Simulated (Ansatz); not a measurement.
NiMoIrPdW under changes of volume

One of the cells (14.590 Å³/atom); the others are scaled copies at fixed shape and fractional positions:

```xyz
5
Lattice="-1.3700 1.3700 9.7165 1.3700 -1.3700 9.7165 1.3700 1.3700 -9.7165" Properties=species:S:1:pos:R:3 pbc="T T T"
Ni    0.0000    0.0000    3.8598
Mo    0.0000    0.0000   11.8389
Pd    0.0000    0.0000   15.4123
Ir    0.0000    0.0000    7.7623
W     0.0000    0.0000   19.3484
```

The cell was built by a generator and needn't be a form met in nature.

```yaml
Program: Ansatz 0.2.0
Functional: PBE
Potentials_or_basis: Ansatz PAW
Cutoff: "420 eV (not typed: the program's choice for these potentials)"
k_mesh: 13 × 13 × 13
Occupations: fermi-dirac, width 0.05 eV
Spin: collinear spin, ferromagnetic start
Starting_moments: "[1.0, 1.0, 0.0, 0.6, 0.0] μB"
```

| volume (Å³/atom) | energy over the lowest point (meV/atom) | pressure (GPa) | largest force (eV/Å) |
| --- | --- | --- | --- |
| 13.715 | 46.68 | 18.3 | 0.628 |
| 14.007 | 19.82 | 11.5 | 0.406 |
| 14.299 | 4.68 | 5.4 | 0.198 |
| 14.590 | 0.00 | 0.0 | 0.032 |
| 14.882 | 4.65 | -4.9 | 0.179 |
| 15.174 | 17.63 | -9.2 | 0.349 |
| 15.466 | ? | ? | ? |

What does the run at 15.466 Å³/atom give?

Energy over the lowest point 38.03 meV/atom; pressure -13.0 GPa; largest force 0.508 eV/Å.

Worked out: A Birch-Murnaghan fit of order 3 (a polynomial in V^(-2/3)) to the other rows has its minimum at 14.59 Å³/atom with B0 = V·E''(V) = 256 GPa and B' = 4.7 at fixed shape and positions, which overstates the stiffness. It gives 38.08 meV/atom at 15.466 Å³/atom, against the run's 38.03, and -dE/dV = -13.1 GPa, against -13.0.

Energies are extrapolated to zero smearing.

Caveats: the starting moments weren't kept.
